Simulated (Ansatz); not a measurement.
## CH₆NPSe, SMILES NC[Se]P: a rigid torsion scan, step by step

With the Python package of Ansatz (0.2.0).

Notebook, run cell by cell (the value of a cell's last expression is shown):

In [1]:
```python
import warnings

import ansatz as az
from ase import Atoms
```

In [2]:
```python
BASIS = "def2-SVP"
XC = "pbe"
FMAX = 0.02
```

In [3]:
```python
warnings.simplefilter("ignore", az.DeckWarning)
```

In [4]:
```python
atoms = Atoms(["N", "C", "Se", "P", "H", "H", "H", "H", "H", "H"], positions=[
    [-1.0913, 1.5079, -0.1155],
    [-0.3672, 0.3177, -0.1537],
    [1.3684, 0.6476, 0.5997],
    [2.1482, -1.5155, 0.2996],
    [-1.3273, 1.7854, 0.8552],
    [-2.0671, 1.3694, -0.5692],
    [-0.8599, -0.4672, 0.4328],
    [-0.208, -0.0001, -1.2109],
    [1.6139, -1.5877, -1.0286],
    [0.8734, -2.1088, 0.8935],
])

# relax first, so that the scan starts from a minimum
first = (
    az.Crystal.molecule_from_ase(atoms).calculation()
    .basis(gaussian=BASIS)
    .functional(XC)
    .relax(force_tolerance=FMAX, max_steps=80)
)
atoms.positions = first.run().report["positions_ang"]
```

In [5]:
```python
start = atoms.get_dihedral(2, 1, 0, 4)
energies = {}
for turn in range(0, 360, 40):
    turned = atoms.copy()
    turned.set_dihedral(2, 1, 0, 4, start + turn, indices=[0, 4, 5])
    calculation = (
        az.Crystal.molecule_from_ase(turned).calculation()
        .basis(gaussian=BASIS)
        .functional(XC)
    )
    energies[round((start + turn) % 360)] = calculation.run().report["free_energy_ev"]
floor = min(energies.values())
print("dihedral Se2-C1-N0-H4 (deg)   E - E(min) (eV)")
for angle, e in sorted(energies.items()):
    print(f"{angle:8d} {(e - floor):14.3f}  " + "#" * int(30 * (e - floor) / max(max(energies.values()) - floor, 1e-9)))
```
```text
dihedral Se2-C1-N0-H4 (deg)   E - E(min) (eV)
      28          0.180  ##############
      68          0.000
     108          0.166  #############
     148          0.383  ##############################
     188          0.299  #######################
     228          0.167  #############
     268          0.108  ########
     308          0.213  ################
     348          0.367  ############################
```

The lowest point is at 68° and the highest at 148°, 0.383 eV (37.0 kJ/mol) above it, with the rest of the molecule held.

The scan is rigid and the energies are electronic, in a modest basis. With rigid groups the curve can differ much from the relaxed path, the start wasn't checked as a minimum of this torsion, and equivalent turns needn't return to the same energy. The whole script took 60 s on 1 thread of Arm Neoverse V2, on a shared host, peak memory 0.2 GiB.
